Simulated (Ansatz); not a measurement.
# C₂H₉BSSi: one species, many methods

How much do the methods differ for C₂H₉BSSi? The plan is to run it at one geometry with functionals of several rungs and with coupled cluster, and see how far each lands from CCSD(T) at the basis-set limit for the atomisation energy.

The runs use Ansatz 0.2.0, Gaussian basis; functionals in def2-TZVPP, the program's frozen cores in correlated methods.

Levels to be run: PBE-D4, r2SCAN-D4, PBE0-D4, B3LYP-D4, ωB97X-V, ωB97M-V, B2PLYP; CCSD(T)/def2-TZVPP; MP2/def2-QZVPP; extrapolation to the limit.

## 1. The relaxed structure

An earlier PBE0-D4 in a triple-zeta def2 set relaxation fixed the geometry.

14 atoms, charge 0, spin multiplicity 1.

Atoms are counted from 1 here; the program's logs count them from 0.

Bond lengths: B1–Si2 2.026 Å, B1–S5 2.000 Å, B1–H6 1.200 Å, B1–H7 1.207 Å, Si2–C3 1.877 Å, Si2–C4 1.938 Å, Si2–H8 1.494 Å, C3–H9 1.093 Å, C3–H10 1.093 Å, C3–H11 1.093 Å, C4–S5 1.812 Å, C4–H12 1.090 Å, C4–H13 1.089 Å, S5–H14 1.350 Å. Angles: Si2–B1–S5 83.2°, Si2–B1–H6 125.2°, Si2–B1–H7 110.0°, S5–B1–H6 109.8°, S5–B1–H7 105.8°, H6–B1–H7 116.2°, B1–Si2–C3 119.9°, B1–Si2–C4 85.2°, B1–Si2–H8 120.7°, C3–Si2–C4 109.6°, C3–Si2–H8 108.2°, C4–Si2–H8 110.0°, Si2–C3–H9 110.0°, Si2–C3–H10 111.0°, Si2–C3–H11 111.8°, H9–C3–H10 107.4°, H9–C3–H11 107.9°, H10–C3–H11 108.5° and more.

## 2. PBE-D4 (GGA)

Contents of in.yaml:

```yaml
crystal:
  periodic: [false, false, false]
  atoms:
    - {symbol: B, position_ang: [-1.026757, 1.069519, -0.867861]}
    - {symbol: Si, position_ang: [-0.170196, 0.252136, 0.776724]}
    - {symbol: C, position_ang: [1.628783, 0.611051, 1.172348]}
    - {symbol: C, position_ang: [-0.301937, -1.423830, -0.187215]}
    - {symbol: S, position_ang: [-0.269256, -0.545160, -1.771914]}
    - {symbol: H, position_ang: [-0.647500, 2.062783, -1.424644]}
    - {symbol: H, position_ang: [-2.221352, 0.899050, -0.838141]}
    - {symbol: H, position_ang: [-0.922934, 0.162072, 2.063523]}
    - {symbol: H, position_ang: [1.724047, 1.607969, 1.610857]}
    - {symbol: H, position_ang: [2.240844, 0.591905, 0.266951]}
    - {symbol: H, position_ang: [2.040384, -0.109545, 1.883440]}
    - {symbol: H, position_ang: [-1.295738, -1.848572, -0.042105]}
    - {symbol: H, position_ang: [0.455546, -2.204793, -0.136506]}
    - {symbol: H, position_ang: [-1.246934, -1.153984, -2.476458]}
basis:
  gaussian: {orbitals: def2-TZVPP}
hamiltonian: {xc: pbe, dispersion: d4}
output: {forces: true, orbitals: {seedname: orbitals}}
```

On the command line:

```bash
> ansatz run in.yaml --threads 4 --pin off --events-out ev --progress --plain --max-ram 10444MiB
```

The runs that follow: r2SCAN-D4 (meta-GGA); PBE0-D4 (hybrid); B3LYP-D4 (hybrid); ωB97X-V (range-separated); ωB97M-V (range-separated); B2PLYP (double hybrid); CCSD(T) in def2-TZVPP; MP2 in def2-QZVPP.

Before running them: what should the planned runs give, taken together? Wanted: atomisation energy, CCSD(T)/CBS; farthest; mean size of error, hybrid; mean size of error, range-separated; gap, smallest and largest; T1 diagnostic; triples share of the correlation energy.

As calculated:

| quantity | value |
| --- | --- |
| atomisation energy, CCSD(T)/CBS | 1159.4 kcal/mol |
| functionals within 5.8 kcal/mol (0.5 %) | B3LYP-D4 |
| farthest | PBE-D4 (+19.0 kcal/mol) |
| mean size of error, hybrid | 5.4 kcal/mol |
| mean size of error, range-separated | 7.8 kcal/mol |
| gap, smallest and largest | 4.39 eV (PBE-D4), 10.78 eV (ωB97X-V) |
| T1 diagnostic | 0.0112 |
| triples share of the correlation energy | 4.2 % |

In words: PBE-D4 misses by +19.0 kcal/mol. Double hybrids carry the basis error of their MP2 part in triple zeta, and no dispersion term here, so their miss is partly the set-up's. Misses under about 5.8 kcal/mol are within the doubt on the reference itself, which lacks core-valence correlation, relativity and higher excitations. Hartree-Fock recovers 75 % of the binding; the rest is correlation. The gap grows from 4.4 to 10.8 eV across the functionals, mostly with the share of exact exchange.
